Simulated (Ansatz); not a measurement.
# CH7NOSi: basis-set convergence

Aim: see how fast density functionals converge with the basis set for CH7NOSi.

Method: one geometry, several basis sets; program: Ansatz 0.2.0, Gaussian basis.

Plan: PBE0-D4/def2-SVP; ωB97M-V/def2-SVP; PBE0-D4/def2-QZVPP; ωB97M-V/def2-QZVPP; the functionals' def2-TZVPP values are taken from earlier runs.

### 1 The geometry

An earlier PBE0-D4 in a triple-zeta def2 set relaxation fixed the geometry.

SMILES `NC[SiH2]O`, 11 atoms, charge 0, spin multiplicity 1.

Atoms are counted from 1 here; the program's logs count them from 0.

Bond lengths: N1–C2 1.468 Å, N1–H5 1.012 Å, N1–H6 1.013 Å, C2–Si3 1.883 Å, C2–H7 1.099 Å, C2–H8 1.095 Å, Si3–O4 1.646 Å, Si3–H9 1.493 Å, Si3–H10 1.485 Å, O4–H11 0.965 Å. Angles: C2–N1–H5 111.5°, C2–N1–H6 110.7°, H5–N1–H6 106.9°, N1–C2–Si3 106.3°, N1–C2–H7 114.9°, N1–C2–H8 108.2°, Si3–C2–H7 113.3°, Si3–C2–H8 107.0°, H7–C2–H8 106.8°, C2–Si3–O4 106.4°, C2–Si3–H9 108.9°, C2–Si3–H10 112.7°, O4–Si3–H9 111.3°, O4–Si3–H10 108.8°, H9–Si3–H10 108.7°, Si3–O4–H11 110.3°.

### 2 PBE0-D4 in def2-SVP

Input file in.yaml:

```yaml
crystal:
  periodic: [false, false, false]
  atoms:
    - {symbol: N, position_ang: [-1.027561, 0.085417, -1.007451]}
    - {symbol: C, position_ang: [0.295239, 0.573771, -0.600142]}
    - {symbol: Si, position_ang: [0.634668, -0.169124, 1.096008]}
    - {symbol: O, position_ang: [0.255932, -1.767556, 0.988200]}
    - {symbol: H, position_ang: [-1.207945, 0.273396, -1.985512]}
    - {symbol: H, position_ang: [-1.757438, 0.548626, -0.479848]}
    - {symbol: H, position_ang: [0.414301, 1.666084, -0.628440]}
    - {symbol: H, position_ang: [1.039699, 0.157018, -1.286333]}
    - {symbol: H, position_ang: [-0.218522, 0.522316, 2.107642]}
    - {symbol: H, position_ang: [2.056493, -0.039950, 1.503590]}
    - {symbol: H, position_ang: [-0.419367, -1.906897, 0.313086]}
basis:
  gaussian: {orbitals: def2-SVP}
hamiltonian: {xc: pbe0, dispersion: d4}
output: {orbitals: {seedname: orbitals}}
```

Started as:

```bash
ansatz run in.yaml --threads 2 --pin off --events-out ev --progress --plain --max-ram 4352MiB
```

After this run come: ωB97M-V in def2-SVP; PBE0-D4 in def2-QZVPP; ωB97M-V in def2-QZVPP.

Q: Predict the results of all the runs planned. Wanted: PBE0-D4: double and triple zeta above quadruple; ωB97M-V: double and triple zeta above quadruple.

**Answer**, as computed:

| quantity | value |
| --- | --- |
| PBE0-D4: double and triple zeta above quadruple | 9.12, 0.56 eV |
| ωB97M-V: double and triple zeta above quadruple | 9.31, 0.53 eV |

**Reading.** For PBE0-D4 the step from double to triple zeta gains 8.56 eV and the next only 0.56 eV. These are total energies; as a rule much of such shifts cancels in differences, which this series doesn't test. The LUMO of ωB97M-V is positive and keeps falling with the basis (2.90 to 1.47 eV): an unbound level that the basis holds in place.
